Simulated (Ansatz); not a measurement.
# Cs: the crystal squeezed far

An exercise on one series of results from a longer session: the logs are not shown, and one member is left open.

Program: Ansatz 0.2.0. Level of theory: DFT PBE, with the methods named in each step. These are calculated values, not measurements.

### The system as given

Symmetry: Im-3m, No. 229, cubic system. The conventional cell has a = 6.154 Å, b = 6.154 Å, c = 6.154 Å, α = 90.00°, β = 90.00°, γ = 90.00°.

As a file:

```xyz
1
Lattice="-3.0772 3.0772 3.0772 3.0772 -3.0772 3.0772 3.0772 3.0772 -3.0772" Properties=species:S:1:pos:R:3 pbc="T T T"
Cs    0.0000    0.0000    0.0000
```

Whether this phase is the stable one at these pressures isn't tested.

Set-up of the first run:

The input, input.yaml:

```yaml
crystal:
  lattice:
    - [-3.0771560441, 3.0771560441, 3.0771560441]
    - [3.0771560441, -3.0771560441, 3.0771560441]
    - [3.0771560441, 3.0771560441, -3.0771560441]
  atoms:
    - { symbol: Cs, position: [0.0, 0.0, 0.0] }
kpoints:
  mp_grid: { grid: [9, 9, 9] }
scf:
  occupations: { method: fermi_dirac, width: 0.05 }
hamiltonian:
  xc: pbe
  pseudopotentials: { kind: paw }
output:
  forces: true
  stress: true
relax:
  f_tol: 0.005
  max_steps: 40
  cell: {}
```

Launch:

```
ansatz run input.yaml --threads 1 --pin off --max-ram 2048MiB --backend cpu --events-out ev --progress --plain --runs-dir out
```

Steps of the session up to this table: Cell relaxed at zero pressure, PAW; Volume scaled by 1, PAW; Volume scaled by 0.92, PAW; Volume scaled by 0.84, PAW; Volume scaled by 0.76, PAW; Volume scaled by 0.68, PAW; Volume scaled by 0.6, PAW; Volume scaled by 0.52, PAW; Volume scaled by 0.45, PAW; Volume scaled by 0.45, PAW (source ansatz).

One of the session's tables, all rows but one given; the rest of the session is left out.

| method | volume over the first | volume (Å³/atom) | pressure (GPa) |
| --- | --- | --- | --- |
| PAW | 1 | 116.549 | 0.00 |
| PAW | 0.92 | 107.225 | 0.19 |
| PAW | 0.84 | 97.901 | 0.47 |
| PAW | 0.76 | ? | ? |
| PAW | 0.68 | 79.253 | 1.44 |
| PAW | 0.6 | 69.929 | 2.26 |
| PAW | 0.52 | 60.605 | 3.34 |
| PAW | 0.45 | 52.447 | 4.54 |
| PAW (source ansatz) | 0.45 | 52.447 | 4.53 |

Estimate the missing values for PAW, 0.76.

The run gave: volume (Å³/atom): 88.577; pressure (GPa): 0.86. In the column «volume (Å³/atom)» it lies between PAW, 0.68 (79.253) and PAW, 0.84 (97.901).
